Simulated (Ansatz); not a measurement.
# C3H8ClGa: how energies converge with the basis set

How large a basis does C3H8ClGa need? Two functionals are run in growing sets.

Program: Ansatz 0.2.0, Gaussian basis. Level of theory: one geometry, several basis sets. These are calculated values, not measurements.

Plan: PBE0-D4/def2-SVP; ωB97M-V/def2-SVP; PBE0-D4/def2-QZVPP; ωB97M-V/def2-QZVPP; the functionals' def2-TZVPP values are taken from earlier runs.

**1. The relaxed structure**

An earlier PBE0-D4 in a triple-zeta def2 set relaxation fixed the geometry.

13 atoms, charge 0, spin multiplicity 1.

Atoms are counted from 1 here; the program's logs count them from 0.

Bond lengths: C1–C2 1.524 Å, C1–H6 1.094 Å, C1–H7 1.093 Å, C1–H8 1.093 Å, C2–Ga3 1.965 Å, C2–H9 1.095 Å, C2–H10 1.095 Å, Ga3–C4 1.957 Å, Ga3–Cl5 2.174 Å, C4–H11 1.092 Å, C4–H12 1.091 Å, C4–H13 1.093 Å. Angles: C2–C1–H6 111.6°, C2–C1–H7 111.9°, C2–C1–H8 111.9°, H6–C1–H7 107.1°, H6–C1–H8 107.1°, H7–C1–H8 107.0°, C1–C2–Ga3 115.3°, C1–C2–H9 111.2°, C1–C2–H10 111.2°, Ga3–C2–H9 106.6°, Ga3–C2–H10 106.6°, H9–C2–H10 105.2°, C2–Ga3–C4 132.1°, C2–Ga3–Cl5 114.0°, C4–Ga3–Cl5 113.9°, Ga3–C4–H11 109.5°, Ga3–C4–H12 112.3°, Ga3–C4–H13 109.4° and more.

**2. PBE0-D4 in def2-SVP**

File in.yaml:

```yaml
crystal:
  periodic: [false, false, false]
  atoms:
    - {symbol: C, position_ang: [-1.325320, 1.080785, 0.826673]}
    - {symbol: C, position_ang: [-0.014766, 1.381696, 0.109726]}
    - {symbol: Ga, position_ang: [0.958488, -0.191612, -0.553987]}
    - {symbol: C, position_ang: [0.569450, -2.107715, -0.470375]}
    - {symbol: Cl, position_ang: [2.820035, 0.285853, -1.570198]}
    - {symbol: H, position_ang: [-1.815819, 1.996326, 1.170185]}
    - {symbol: H, position_ang: [-1.172931, 0.448481, 1.705375]}
    - {symbol: H, position_ang: [-2.034385, 0.560260, 0.177490]}
    - {symbol: H, position_ang: [0.677253, 1.926952, 0.760160]}
    - {symbol: H, position_ang: [-0.175579, 2.037545, -0.752395]}
    - {symbol: H, position_ang: [0.542842, -2.519527, -1.481668]}
    - {symbol: H, position_ang: [-0.379846, -2.315568, 0.024879]}
    - {symbol: H, position_ang: [1.370878, -2.618175, 0.068835]}
basis:
  gaussian: {orbitals: def2-SVP}
hamiltonian: {xc: pbe0, dispersion: d4}
output: {orbitals: {seedname: orbitals}}
```

Run with:

```sh
$ ansatz run in.yaml --threads 2 --pin off --events-out ev --progress --plain --max-ram 32768MiB --backend cpu
```

The runs that follow: ωB97M-V in def2-SVP; PBE0-D4 in def2-QZVPP; ωB97M-V in def2-QZVPP.

Before running them: what should the planned runs give, taken together? Wanted: PBE0-D4: double and triple zeta above quadruple; ωB97M-V: double and triple zeta above quadruple.

As calculated:

```
                                       quantity           value
PBE0-D4: double and triple zeta above quadruple  16.32, 1.74 eV
ωB97M-V: double and triple zeta above quadruple  16.43, 1.68 eV
```

PBE0-D4 gains 14.58 eV from double to triple zeta, then 1.74 eV more. These are total energies; as a rule much of such shifts cancels in differences, which this series doesn't test.
